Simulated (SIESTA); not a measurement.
TiWC2: single point with PBEsol

The system is TiWC2.

```
W Ti C
1.0
     1.53442    0.88590    5.05550
    -1.53442    0.88590    5.05550
     0.00000   -1.77180    5.05550
W Ti C
1 1 2
Direct
  0.01100 0.98329 0.99824
  0.49139 0.51039 0.48865
  0.78465 0.72663 0.74080
  0.24534 0.24358 0.26871
```

The cell comes from a database or a generator and needn't be the stable form of this composition.

The cell isn't the ideal one: atoms moved at random, drawn with an rms of 0.05 Å.

- Program: SIESTA 5.4.2
- Task: single point
- Functional: PBEsol
- Potentials or basis: PseudoDojo 0.4 standard (PBEsol files)
- Basis: DZP (energy shift 0.003 Ry; two zetas on semicore shells)
- Grid cutoff: 800 Ry
- Energy shift: 0.003 Ry
- k mesh: 10 × 10 × 10
- Occupations: fermi-dirac, width 0.05 eV
- Spin: no spin polarisation

The pressure is -2.3 GPa. The largest force is 1.745 eV/Å and the band gap on the k mesh is none (metal or under the smearing width).

Forces on the atoms (eV/Å):
```
W    0.185 -0.238  1.086
Ti   0.640 -0.103  0.604
C   -1.160 -0.415 -0.152
C    0.335  0.755 -1.538
```

Stress tensor (GPa, compression positive):
```
-3.22 -0.62 -0.45
-0.62 -1.38 -1.27
-0.45 -1.27 -2.41
```

Levels at points of the mesh, in eV from the Fermi level:
| k point | band 14 | band 15 | band 16 | band 17 | band 18 | band 19 | band 20 | band 21 |
| --- | --- | --- | --- | --- | --- | --- | --- | --- |
| (0.00, 0.00, 0.00) | -1.52 | -1.43 | -1.31 | -0.30 | 0.01 | 0.60 | 0.85 | 1.02 |
| (0.50, 0.00, 0.00) | -4.70 | -3.96 | -2.95 | -0.46 | 0.06 | 1.94 | 2.33 | 2.84 |
| (0.00, 0.50, 0.00) | -4.45 | -4.25 | -3.14 | -0.64 | 0.31 | 1.93 | 2.33 | 2.83 |
| (0.50, 0.50, 0.00) | -4.80 | -3.95 | -1.46 | -1.33 | 1.54 | 1.79 | 1.87 | 2.62 |
| (0.00, 0.00, 0.50) | -4.52 | -4.13 | -3.12 | -0.60 | 0.20 | 1.93 | 2.31 | 2.80 |
| (0.50, 0.00, 0.50) | -4.80 | -3.96 | -1.42 | -1.33 | 1.56 | 1.79 | 1.90 | 2.64 |
| (0.00, 0.50, 0.50) | -4.83 | -3.77 | -1.44 | -1.33 | 1.51 | 1.79 | 1.93 | 2.64 |
| (0.50, 0.50, 0.50) | -4.10 | -2.80 | -2.69 | -0.70 | -0.40 | 0.69 | 0.86 | 1.36 |

Wall time 9.4 min on 1 thread of Arm Neoverse V1, with other jobs on the host, peak memory 1.1 GiB.

Caveat: short orbitals over semicore shells can move pressures by several GPa; the basis of atomic orbitals isn't converged, which shifts pressures, moduli and gaps. Spin-orbit coupling is left out, which matters for the levels of W.
